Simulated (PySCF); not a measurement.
# SiPb: bond curves at several levels of theory

One table from this session's results is given with a row withheld; the runs are named, their logs left out.

Method: Si def2-TZVPP, Pb def2-TZVPP with ECP60, scalar-relativistic core potentials; program: PySCF 2.14.0.

The first run:

Settings of the job:

| Property | Result |
| --- | --- |
| atoms | Si, Pb |
| charge | 0 |
| basis | Si def2-TZVPP, Pb def2-TZVPP with ECP60 |
| Hamiltonian | scalar-relativistic core potentials |
| basis functions | 92 |
| electrons treated | 36 |
| masses in u | 27.9769, 207.9766 |
| levels | PBE0, PBE, r²SCAN, PW91, PBEsol, TPSS, BP86, ωB97X, HF, MP2, SCS-MP2, CCSD, CCSD(T) |
| grid | 80 radial by 434 angular points |
| occupations | held fixed by the projection of orbital angular momentum |
| dissociation limit | Si + Pb, each in its ground configuration |
| starting distance in angstrom | 2.510 |
| values of 2S to try | 0, 2, 4 |

On the command line:

```console
OMP_NUM_THREADS=1 python dia.py task.json out
```

Steps of the session up to this table: Input; PBE0 along the bond; Higher solutions at PBE0; PBE; r²SCAN; PW91 (GGA); PBEsol (GGA); TPSS (meta-GGA); BP86 (GGA); ωB97X (range-separated hybrid); UHF (mean field); MP2 and coupled cluster.

One of the session's tables, all rows but one given; the rest of the session is left out.

Energy (eV) from each level's lowest point:

```
R (Å)    UHF  UHF-MP2  UHF-SCS-MP2  UHF-CCSD  UHF-CCSD(T)
2.220  0.863    0.918        0.916       n/a          n/a
2.323  0.349    0.404        0.399     0.413        0.453
2.426  0.081    0.123        0.118     0.125        0.151
2.504  0.001    0.025        0.022     0.025        0.039
2.581  0.000    0.000        0.000     0.000        0.000
2.658  0.060    0.031        0.035     0.033        0.018
2.762      ?        ?            ?         ?            ?
2.891  0.482    0.351        0.370     0.357        0.291
3.046  0.856    0.807        0.812     0.676        0.570
3.252  1.273    1.584        1.521       n/a          n/a
```

**Question.** Estimate the row for R (Å) = 2.762.

Worked estimate for «UHF». A straight line through the neighbours (2.658, 0.060) and (2.891, 0.482) gives 0.060 + (0.482 − 0.060) × (2.762 − 2.658) / (2.891 − 2.658) = 0.248; a parabola fitted to 4 rows on both sides gives 0.225.

As computed: UHF: 0.213; UHF-MP2: 0.138; UHF-SCS-MP2: 0.149; UHF-CCSD: 0.145; UHF-CCSD(T): 0.108. In «UHF» the line misses by +0.035 and the parabola by +0.012.
